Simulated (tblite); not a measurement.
# C7H13Cl3: the cost of one run

Programs: PySCF 2.14.0 with density-fitted response routines of our own, and tblite 0.8.0. All values are computed, except where a source is named. Atoms count from 0 throughout.

## 1. The molecule as given

23 atoms, charge 0, multiplicity 1; geometry from: MMFF94s geometry. This is the first candidate.

Bonds of the start (Å): C0–C1 1.52, C0–H10 1.10, C0–H11 1.10, C0–H12 1.11, C1–C3 1.54, C1–Cl2 1.79, C1–H13 1.09, C3–C4 1.54, C3–H14 1.11, C3–H15 1.11, C4–C6 1.54, C4–Cl5 1.81, C4–H16 1.09, C6–C7 1.54, C6–H17 1.09, C6–H18 1.10, C7–C8 1.52, C7–Cl9 1.79, C7–H19 1.09, C8–H20 1.08, C8–H21 1.10, C8–H22 1.11.

## 2. GFN2-xTB relaxation, isomer A, conformer 1

The job: settings as JSON, then the geometry in Å.

```
{"job": {"xc": "GFN2-xTB", "basis": "xTB", "kind": "relax"}, "charge": 0, "multiplicity": 1}
C     -3.274700     0.638600    -0.035400
C     -1.918500     0.288700    -0.617700
Cl    -1.007600     1.803600    -0.879500
C     -1.157300    -0.649900     0.336600
C      0.052800    -1.428800    -0.208300
Cl    -0.466400    -2.451300    -1.607700
C      1.286600    -0.610400    -0.638700
C      1.905400     0.263600     0.473800
C      3.081800     1.064300    -0.062000
Cl     2.455900    -0.748400     1.844200
H     -3.895800    -0.260600     0.097400
H     -3.833900     1.307800    -0.705900
H     -3.200300     1.136900     0.949500
H     -2.056400    -0.176200    -1.591600
H     -0.860600    -0.100700     1.249400
H     -1.872000    -1.414900     0.712200
H      0.360500    -2.147800     0.550500
H      1.039300     0.007600    -1.500300
H      2.057000    -1.306300    -0.989000
H      1.164700     0.951900     0.886200
H      3.867200     0.424300    -0.443900
H      2.754600     1.727600    -0.876800
H      3.512800     1.707600     0.734100
```

Command:

```bash
> OMP_NUM_THREADS=1 python ens_run.py task.json out
```

One launch serves the whole session.

**Question.** How long does this first job take on 1 thread of Intel Xeon Platinum 8259CL at 2.50GHz, shared host?

About 3.3 s.
